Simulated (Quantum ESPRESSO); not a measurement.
A run of Quantum ESPRESSO 7.5:

The input pw.in:

```
&CONTROL
  calculation = 'scf'
  prefix = 'pwscf'
  outdir = './tmp'
  pseudo_dir = './pseudo'
  tprnfor = .true.
  tstress = .true.
  disk_io = 'nowf'
/
&SYSTEM
  ibrav = 0
  nat = 4
  ntyp = 3
  ecutwfc = 55
  ecutrho = 440
  nbnd = 24
  occupations = 'smearing'
  smearing = 'fd'
  degauss = 0.00367493
/
&ELECTRONS
  conv_thr = 8d-10
  electron_maxstep = 120
  mixing_beta = 0.5
/
ATOMIC_SPECIES
Na    22.9898 na_pbe_v1.5.uspp.F.UPF
Cu    63.5460 Cu.paw.z_11.ld1.psl.v1.0.0-low.upf
Se    78.9710 Se_pbe_v1.uspp.F.UPF
CELL_PARAMETERS angstrom
   4.5983756200    0.0000000000    0.0000000000
  -2.2991878100    3.9823101000    0.0000000000
   0.0000000000    0.0000000000    5.8185674700
ATOMIC_POSITIONS crystal
Na     0.0000000000    0.0000000000    0.5000000000
Cu     0.0000000000    0.0000000000    0.0000000000
Se     0.3333333300    0.6666666700    0.5000000000
Se     0.6666666700    0.3333333300    0.5000000000
K_POINTS automatic
7 7 5 0 0 0
```

Potentials or basis: SSSP 1.3 efficiency PBE.

Run with:

```bash
$ OMP_NUM_THREADS=1 pw.x -in pw.in > pw.out
```

Hardware: 1 thread of Intel(R) Xeon(R) Platinum 8259CL CPU @ 2.50GHz (Skylake/Cascade Lake) (shared host).

**Question.** How long does it take, and how much memory?

**Answer.** Run time: 120 s on 1 thread of Intel(R) Xeon(R) Platinum 8259CL CPU @ 2.50GHz (Skylake/Cascade Lake), with other jobs on the host, peak memory 0.48 GiB. Counts: scf iterations 11, k pools 1, bands 24, k points 24, g dense 111967.
